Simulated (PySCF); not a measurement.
# AsBH6N2: the cost of one run

Computed with PySCF 2.14.0, with density-fitted response routines of our own, on a single molecule in the gas phase. Atoms count from 0, in the outputs and in this text.

## 1. The molecule as given

10 atoms, charge 0, multiplicity 1; geometry from: PBE0-D3(BJ)/def2-SVP.

Bonds of the start (Å): N0–B1 1.41, B1–N2 1.41, B1–As3 2.08, N0–H4 1.01, N0–H5 1.01, N2–H6 1.01, N2–H7 1.01, As3–H8 1.53, As3–H9 1.53.

## 2. NMR shieldings: PBE0/6-31G*

Job settings and geometry (Å):

```
{"job": {"kind": "nmr", "xc": "PBE0", "basis": "6-31G*", "pop": true}, "charge": 0, "multiplicity": 1}
N     -0.580231     1.188910     0.230564
B     -0.177083    -0.124366    -0.083388
N     -1.091035    -1.178593    -0.289215
As     1.830769    -0.612635    -0.276539
H     -1.547122     1.475923     0.316845
H      0.081248     1.931642     0.397203
H     -2.094829    -1.081260    -0.204159
H     -0.795448    -2.106389    -0.553921
H      2.159601    -0.292672     1.179208
H      2.264171     0.776621    -0.735974
```

Method: GIAO PBE0/6-31G* NMR shielding, non-relativistic, gas phase.

Started as:

```sh
OMP_NUM_THREADS=1 python probes_run.py task.json out
```

This one command runs all jobs of the session in turn.

**Question.** How long does this first job take on 1 thread of Arm Neoverse V1, shared host, and how much memory does it need?

About 6.3 s, with a peak of 0.44 GiB.
